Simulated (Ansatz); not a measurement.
Task: a geometry optimisation of BGeH5O, SMILES B[O][GeH3], with the Ansatz DFT code, driven from Python. Give the script and its output. Level of theory: MP2, def2-SVP basis, multiplicity 1.

```yaml
atoms:
  - { symbol: B, position_ang: [-0.6835, 0.8170, -0.9544] }
  - { symbol: O, position_ang: [0.4959, 0.0739, -1.0046] }
  - { symbol: Ge, position_ang: [0.5903, -0.6712, 0.6046] }
  - { symbol: H, position_ang: [-1.6799, 0.3872, -1.3108] }
  - { symbol: H, position_ang: [-0.6987, 1.9897, -0.6563] }
  - { symbol: H, position_ang: [0.7006, 0.4449, 1.7061] }
  - { symbol: H, position_ang: [1.9355, -1.5337, 0.6887] }
  - { symbol: H, position_ang: [-0.5680, -1.5649, 0.8709] }
```

Script `opt_bgeh5o.py`:
```python
# -*- coding: utf-8 -*-
"""Geometry optimisation of BGeH5O."""

import itertools

import ansatz as az
from ase.data import atomic_numbers, covalent_radii
import numpy as np

bgeh5o = (
    az.Crystal.molecule()
    .atom("B", [-0.6835, 0.817, -0.9544])
    .atom("O", [0.4959, 0.0739, -1.0046])
    .atom("Ge", [0.5903, -0.6712, 0.6046])
    .atom("H", [-1.6799, 0.3872, -1.3108])
    .atom("H", [-0.6987, 1.9897, -0.6563])
    .atom("H", [0.7006, 0.4449, 1.7061])
    .atom("H", [1.9355, -1.5337, 0.6887])
    .atom("H", [-0.568, -1.5649, 0.8709])
)

setup = bgeh5o.calculation()
setup = setup.basis(gaussian="def2-SVP")
setup = setup.correlation("MP2")
symbols = [site.symbol for site in bgeh5o.cartesian_sites]
start = np.array([site.position_ang for site in bgeh5o.cartesian_sites], dtype=float)
report = setup.relax(force_tolerance=0.005).run(threads=1).report
end = np.array(report["positions_ang"])

for key in ("converged", "free_energy_ev", "reference_energy_ev", "n_frozen", "n_occupied", "n_virtual"):
    print(f"{key:22s} {report[key]}")

# pairs closer than 1.2 times the sum of covalent radii, before or after
radius = [covalent_radii[atomic_numbers[s]] for s in symbols]
span = lambda where, i, j: np.linalg.norm(where[i] - where[j])
bonded = [(i, j) for i, j in itertools.combinations(range(len(symbols)), 2) if min(span(start, i, j), span(end, i, j)) < 1.2 * (radius[i] + radius[j])]
print("pair        before    after (A)")
for i, j in bonded:
    print(f"{symbols[i]}{i}-{symbols[j]}{j}".ljust(10), f"{span(start, i, j):8.4f} {span(end, i, j):8.4f}")

charges = report["charge_distribution"]
dipole = np.array(charges["dipole_moment_e_ang"]) * 4.803205
print("dipole (D): {:.3f} {:.3f} {:.3f}, length {:.3f}".format(*dipole, np.linalg.norm(dipole)))
print("atom  Mulliken   Lowdin")
for symbol, m, l in zip(symbols, charges["mulliken_charges_e"], charges["lowdin_charges_e"]):
    print(f"{symbol:4s} {m:9.3f} {l:8.3f}")
```

```console
$ python opt_bgeh5o.py
converged              True
free_energy_ev         -59267.364066602866
reference_energy_ev    -59253.55185042838
n_frozen               11
n_occupied             [14, 14]
n_virtual              [60, 60]
pair        before    after (A)
B0-O1        1.3949   1.3509
B0-H3        1.1422   1.2132
B0-H4        1.2101   1.2063
O1-Ge2       1.7758   1.8092
Ge2-H5       1.5720   1.5212
Ge2-H6       1.6002   1.5212
Ge2-H7       1.4870   1.5243
dipole (D): 0.412 -1.676 1.324, length 2.175
atom  Mulliken   Lowdin
B        0.257   -0.191
O       -0.415    0.193
Ge       0.696    0.316
H       -0.136   -0.065
H       -0.108   -0.064
H       -0.101   -0.067
H       -0.101   -0.067
H       -0.092   -0.055
```

Notes:
- Total energies depend on the basis set; only differences at equal settings carry meaning.
- The end point is the stationary point reached from this start; no frequency run checks that it is a minimum, and the basis set is modest.
- The Löwdin charges here are taken after orthogonalising the functions within each atom; they differ from plain Löwdin charges, and their signs can be unphysical.
- Finished in 58 s on 1 thread of Arm Neoverse V1, on a shared host, peak memory 0.26 GiB.

(A comment or docstring line of the script was reworded after the run, the code is as it ran; lines on the test bed's own set-up are left out of the output.)
